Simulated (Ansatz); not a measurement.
# CO: the cost of one run

Method: DFT, r2SCAN, no spin polarisation, plane waves, PAW, in Ansatz 0.2.0.

### Step 1. The cell

Symmetry: P2_13, No. 198, cubic system. The conventional cell has a = 5.630 Å, b = 5.630 Å, c = 5.630 Å, α = 90.00°, β = 90.00°, γ = 90.00°. C (site symmetry 3) is surrounded by 1 O at 1.06 Å. Around O (site symmetry 3) lie 1 C at 1.06 Å.

Its coordinates follow in the input file.

It starts from an earlier solution of the starting cell (checkpoint.read).

### Step 2. The walk to rest

input.yaml reads:

```yaml
crystal:
  lattice:
    - [5.63, 0.0, 0.0]
    - [0.0, 5.63, 0.0]
    - [0.0, 0.0, 5.63]
  atoms:
    - { symbol: C, position: [0.958, 0.958, 0.958] }
    - { symbol: C, position: [0.542, 0.042, 0.458] }
    - { symbol: C, position: [0.458, 0.542, 0.042] }
    - { symbol: C, position: [0.042, 0.458, 0.542] }
    - { symbol: O, position: [0.067, 0.067, 0.067] }
    - { symbol: O, position: [0.433, 0.933, 0.567] }
    - { symbol: O, position: [0.567, 0.433, 0.933] }
    - { symbol: O, position: [0.933, 0.567, 0.433] }
  symmetry: { tolerance: 0.0003 }
kpoints:
  mp_grid: { grid: [5, 5, 5], shift: [0, 0, 0] }
magnetization:
  spin_polarized: false
scf:
  occupations: { method: fermi_dirac }
  lower_state_search: "off"
hamiltonian:
  pseudopotentials: { kind: paw }
  xc: r2scan
basis:
  ecutwfc: 500
  fft_grid_basis: typed
relax:
  max_steps: 40
output:
  forces: true
  stress: true
  eigenvalues: true
  bader: true
  populations: true
  elf: true
  write_potential: true
  volumetric_format: npy
  dos:
    e_range: [-12, 8]
    de: 0.05
    projected: { site_lists: { C: [C], O: [O] } }
  write_density: true
checkpoint:
  read: saved_state
```

The run is started by

```bash
$ ansatz run input.yaml --threads 2 --pin off --max-ram 3584MiB --backend cpu --events-out ev --progress --plain --runs-dir out
```

**Question.** How long does this run take on 2 threads of Intel Xeon Platinum 8375C at 2.90GHz (Ice Lake), shared host, and how much memory does it need?

About 1.8 min, with a peak of 0.85 GiB.
